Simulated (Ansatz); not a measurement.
**Sn5Se4S6: levels at named points**

An exercise on one series of results from a longer session: the logs are not shown, and one member is left open.

Computed with Ansatz 0.2.0 (DFT PBE+D3(BJ), scalar-relativistic, plane waves, PAW, unless a step's input says otherwise).

That is the level of the relaxation; later steps name their own.

### The system as given

The structure is triclinic, space group P1 (No. 1). The conventional cell has a = 5.978 Å, b = 6.421 Å, c = 9.808 Å, α = 109.11°, β = 90.00°, γ = 90.00°. Sn (site symmetry 1) has 3 S at 2.61 Å and 3 Se at 2.61 Å as nearest neighbours. Around Sn (site symmetry 1) lie 4 S at 2.61 Å and 2 Se at 2.61 Å. Sn (site symmetry 1) is surrounded by 2 Se at 2.61 Å and 4 S at 2.61 Å. Se (site symmetry 1) has 3 Sn at 2.61 Å as nearest neighbours. Only part of the 15 independent sites is listed.

Coordinates:

```xyz
15
Lattice="0.0000 0.0000 -5.9777 0.0000 -6.4208 0.0000 -9.2676 3.2104 0.0000" Properties=species:S:1:pos:R:3 pbc="T T T"
Sn   -5.5605   -3.2104    0.0000
Sn   -7.4141    0.0000    0.0000
Sn   -1.8535   -3.2104    0.0000
Sn   -3.7070    0.0000    0.0000
Sn    0.0000    0.0000    0.0000
Se   -5.5605   -1.0701   -4.4833
Se   -7.4141    2.1403   -4.4833
Se   -1.8535   -1.0701   -4.4833
S    -3.7070   -4.2805   -4.4833
S     0.0000   -4.2805   -4.4833
Se   -3.7070   -2.1403   -1.4944
S    -5.5605    1.0701   -1.4944
S    -9.2676    1.0701   -1.4944
S    -1.8535   -5.3506   -1.4944
S    -7.4141   -2.1403   -1.4944
```

Set-up of the first run:

(A quick probe on a coarse mesh, which set the mesh and smearing, is not shown.)

input.yaml

```yaml
crystal:
  lattice:
    - [0.0, 0.0, -5.97769412]
    - [0.0, -6.42075747, 0.0]
    - [-9.26756514, 3.21037874, 0.0]
  atoms:
    - { symbol: Sn, position: [0.0, 0.8, 0.6] }
    - { symbol: Sn, position: [0.0, 0.4, 0.8] }
    - { symbol: Sn, position: [0.0, 0.6, 0.2] }
    - { symbol: Sn, position: [0.0, 0.2, 0.4] }
    - { symbol: Sn, position: [0.0, 0.0, 0.0] }
    - { symbol: Se, position: [0.75, 0.46666667, 0.6] }
    - { symbol: Se, position: [0.75, 0.06666667, 0.8] }
    - { symbol: Se, position: [0.75, 0.26666667, 0.2] }
    - { symbol: S, position: [0.75, 0.86666667, 0.4] }
    - { symbol: S, position: [0.75, 0.66666667, 0.0] }
    - { symbol: Se, position: [0.25, 0.53333333, 0.4] }
    - { symbol: S, position: [0.25, 0.13333333, 0.6] }
    - { symbol: S, position: [0.25, 0.33333333, 1.0] }
    - { symbol: S, position: [0.25, 0.93333333, 0.2] }
    - { symbol: S, position: [0.25, 0.73333333, 0.8] }
basis:
  ecutwfc: 420
kpoints:
  mp_grid: { grid: [4, 4, 4] }
hamiltonian:
  xc: pbe
  dispersion: d3bj
scf:
  occupations: { method: gaussian, width: 0.1 }
output:
  forces: true
  stress: true
  eigenvalues: true
relax:
  adjacent_minimum: "off"
  f_tol: 0.05
  max_steps: 80
  cell: { stress_tol: 0.5 }
```

The run is started by

```bash
$ ansatz run input.yaml --threads 4 --pin off --max-ram 10240MiB --backend cpu --events-out ev --progress --plain --runs-dir out
```

Among the steps run: Rough relaxation on the coarse mesh; Full relaxation; Band edges over the whole zone; Levels with PBE+D3(BJ); The run at PBE+D3(BJ) on the hybrid's mesh; Levels with HSE06; Levels with PBE+D3(BJ), spin-orbit coupling; Levels with r2SCAN.

One table of the session follows, with a row left open; its other results are not shown here.

| level | gap (eV) | least direct gap (eV) |
| --- | --- | --- |
| PBE+D3(BJ) | 0.83 | 1.21 |
| PBE+D3(BJ) on the hybrid's mesh | 0.83 | 1.24 |
| HSE06 | ? | ? |
| PBE+D3(BJ), spin-orbit coupling | 0.82 | 1.18 |
| r2SCAN | 1.12 | 1.51 |

Q: Estimate the row for HSE06 from the others.

**Answer.** gap (eV): 1.55; least direct gap (eV): 1.96. In the column «gap (eV)» it is the highest.

Gaps are by band count over the mesh and the named points; a gap of 0 means that the bands overlap or touch.
